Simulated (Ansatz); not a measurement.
# SiSbH4 radical (SMILES [SiH2][SbH2]): one structure at several levels

The atoms stand at a structure displaced at random from a GFN2-xTB minimum. How far do the functionals agree with CCSD(T) there?

Method: single points in def2-TZVPP; program: Ansatz 0.2.0, Gaussian basis.

Correlated methods freeze the cores. Filled d shells of the heavier atoms are correlated. Core potentials replace the inner electrons past krypton, and spin-orbit coupling is left out. Orbitals are unrestricted. B3LYP uses VWN-RPA correlation.

## Step 1: The system as given

SMILES `[SiH2][SbH2]`, 6 atoms, charge 0, spin multiplicity 2.

Atoms are counted from 1 here; the program's logs count them from 0.

Bond lengths: Si1–Sb2 2.545 Å, Si1–H3 1.497 Å, Si1–H4 1.450 Å, Sb2–H5 1.714 Å, Sb2–H6 1.747 Å. Angles: Sb2–Si1–H3 107.3°, Sb2–Si1–H4 108.8°, H3–Si1–H4 102.6°, Si1–Sb2–H5 92.2°, Si1–Sb2–H6 91.5°, H5–Sb2–H6 88.6°.

Coordinates:

```csv
atom,x (Å),y (Å),z (Å)
Si1,-0.48630,-1.03710,-0.04430
Sb2,0.87270,1.11170,0.06140
H3,-0.13480,-1.84620,1.16470
H4,0.01610,-1.85590,-1.13020
H5,-0.04410,1.83010,-1.19630
H6,-0.23930,1.81200,1.21310
```

## Step 2: CCSD(T)/def2-TZVPP

Input file run/in.yaml:

```yaml
crystal:
  periodic: [false, false, false]
  atoms:
    - {symbol: Si, position_ang: [-0.486300, -1.037100, -0.044300]}
    - {symbol: Sb, position_ang: [0.872700, 1.111700, 0.061400]}
    - {symbol: H, position_ang: [-0.134800, -1.846200, 1.164700]}
    - {symbol: H, position_ang: [0.016100, -1.855900, -1.130200]}
    - {symbol: H, position_ang: [-0.044100, 1.830100, -1.196300]}
    - {symbol: H, position_ang: [-0.239300, 1.812000, 1.213100]}
basis:
  gaussian: {orbitals: def2-TZVPP}
magnetization: {spin_polarized: true, initial_magnetization: 1}
correlation: {method: ccsd_t}
scf: {omitted_lower_state_checks: [cluster_reference]}
output: {forces: true}
```

Launch:

```sh
ansatz run in.yaml --threads 4 --pin off --events-out ev --progress --plain --max-ram 5222MiB
```

## Step 3: PBE0-D4/def2-TZVPP

run/in.yaml: that of step 2 with these lines changed.

```diff
@@ -12,4 +12,3 @@
 magnetization: {spin_polarized: true, initial_magnetization: 1}
-correlation: {method: ccsd_t}
-scf: {omitted_lower_state_checks: [cluster_reference]}
-output: {forces: true}
+hamiltonian: {xc: pbe0, dispersion: d4}
+output: {forces: true, orbitals: {seedname: orbitals}}
```

## Step 4: wB97M-V/def2-TZVPP

run/in.yaml: that of step 3 with these lines changed.

```diff
@@ -12,3 +12,3 @@
 magnetization: {spin_polarized: true, initial_magnetization: 1}
-hamiltonian: {xc: pbe0, dispersion: d4}
-output: {forces: true, orbitals: {seedname: orbitals}}
+hamiltonian: {xc: {name: wB97M-V}}
+output: {forces: true}
```

## Step 5: r2SCAN-D4/def2-TZVPP

run/in.yaml: that of step 4 with these lines changed.

```diff
@@ -12,3 +12,3 @@
 magnetization: {spin_polarized: true, initial_magnetization: 1}
-hamiltonian: {xc: {name: wB97M-V}}
+hamiltonian: {xc: r2scan, dispersion: d4}
 output: {forces: true}
```

## Step 6: PBE-D4/def2-TZVPP

run/in.yaml: that of step 5 with these lines changed.

```diff
@@ -12,3 +12,3 @@
 magnetization: {spin_polarized: true, initial_magnetization: 1}
-hamiltonian: {xc: r2scan, dispersion: d4}
+hamiltonian: {xc: pbe, dispersion: d4}
 output: {forces: true}
```

## Step 7: HSE06-D4/def2-TZVPP

run/in.yaml: that of step 6 with these lines changed.

```diff
@@ -12,3 +12,3 @@
 magnetization: {spin_polarized: true, initial_magnetization: 1}
-hamiltonian: {xc: pbe, dispersion: d4}
+hamiltonian: {xc: hse06, dispersion: d4}
 output: {forces: true}
```

## Step 8: B3LYP-D4/def2-TZVPP

run/in.yaml: that of step 7 with these lines changed.

```diff
@@ -12,3 +12,3 @@
 magnetization: {spin_polarized: true, initial_magnetization: 1}
-hamiltonian: {xc: hse06, dispersion: d4}
+hamiltonian: {xc: {name: B3LYP}, dispersion: d4}
 output: {forces: true}
```

(Steps that only read results are left out.)

**Question.** What will these runs give? Wanted: energy less free atoms, CCSD(T)/def2-TZVPP; RMS force component; RMS force error; HOMO and LUMO, PBE0-D4; T1 diagnostic.

As calculated:

| quantity | value |
| --- | --- |
| energy less free atoms, CCSD(T)/def2-TZVPP | -312.3 kcal/mol |
| RMS force component | 0.327 to 0.377 eV/Å over the methods |
| RMS force error | PBE0-D4 0.081, wB97M-V 0.038, r2SCAN-D4 0.083, PBE-D4 0.217, HSE06-D4 0.082, B3LYP-D4 0.114 eV/Å |
| HOMO and LUMO, PBE0-D4 | -6.15 and -2.91 eV |
| T1 diagnostic | 0.017 |

What this shows: Against CCSD(T) the functionals' energies less atoms differ by -15.0 to -6.3 kcal/mol, PBE-D4 by -10.4 kcal/mol. The reference is not at the basis limit: in triple zeta CCSD(T) underbinds, which counts against methods that bind more; the gaps are no ranking. The forces of wB97M-V come nearest to CCSD(T), those of PBE-D4 are farthest.
